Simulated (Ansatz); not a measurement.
# CH4BNSi: basis-set convergence

Aim: see how fast density functionals converge with the basis set for CH4BNSi.

Computed with Ansatz 0.2.0, Gaussian basis. Level: one geometry, several basis sets.

Levels to be run: PBE0-D4/def2-SVP; ωB97M-V/def2-SVP; PBE0-D4/def2-QZVPP; ωB97M-V/def2-QZVPP; the functionals' def2-TZVPP values are taken from earlier runs.

1 further run of the same task is left out (it didn't finish).

## (1) Structure used throughout

All runs share one geometry, relaxed beforehand with PBE0-D4 in a triple-zeta def2 set.

SMILES `B[SiH2]C#N`, 8 atoms, charge 0, spin multiplicity 1.

Atoms are counted from 1 here; the program's logs count them from 0.

Bond lengths: B1–Si2 2.008 Å, B1–H5 1.192 Å, B1–H6 1.195 Å, Si2–C3 1.852 Å, Si2–H7 1.486 Å, Si2–H8 1.486 Å, C3–N4 1.152 Å. Angles: Si2–B1–H5 123.0°, Si2–B1–H6 118.1°, H5–B1–H6 118.9°, B1–Si2–C3 112.5°, B1–Si2–H7 111.2°, B1–Si2–H8 111.1°, C3–Si2–H7 106.3°, C3–Si2–H8 106.3°, H7–Si2–H8 109.2°, Si2–C3–N4 178.5°.

## (2) PBE0-D4 in def2-SVP

Input file in.yaml:

```yaml
crystal:
  periodic: [false, false, false]
  atoms:
    - {symbol: B, position_ang: [-1.134396, 0.898897, -0.415849]}
    - {symbol: Si, position_ang: [0.277090, -0.110728, 0.594101]}
    - {symbol: C, position_ang: [1.283863, -1.212796, -0.502754]}
    - {symbol: N, position_ang: [1.893968, -1.889178, -1.208158]}
    - {symbol: H, position_ang: [-1.293158, 0.789908, -1.591985]}
    - {symbol: H, position_ang: [-1.843422, 1.640371, 0.196191]}
    - {symbol: H, position_ang: [-0.328588, -0.991151, 1.626647]}
    - {symbol: H, position_ang: [1.236843, 0.817677, 1.246107]}
basis:
  gaussian: {orbitals: def2-SVP}
hamiltonian: {xc: pbe0, dispersion: d4}
output: {orbitals: {seedname: orbitals}}
```

On the command line:

```console
$ ansatz run in.yaml --threads 2 --pin off --events-out ev --progress --plain --max-ram 4352MiB
```

After this run come: ωB97M-V in def2-SVP; PBE0-D4 in def2-QZVPP; ωB97M-V in def2-QZVPP.

Before running them: what should the planned runs give, taken together? Wanted: PBE0-D4: double and triple zeta above quadruple; ωB97M-V: double and triple zeta above quadruple.

As calculated:

| quantity | value |
| --- | --- |
| PBE0-D4: double and triple zeta above quadruple | 6.92, 0.44 eV |
| ωB97M-V: double and triple zeta above quadruple | 7.10, 0.41 eV |

**Reading.** PBE0-D4 gains 6.48 eV from double to triple zeta, then 0.44 eV more. Total energies overstate the basis error of differences, where much of it tends to cancel.
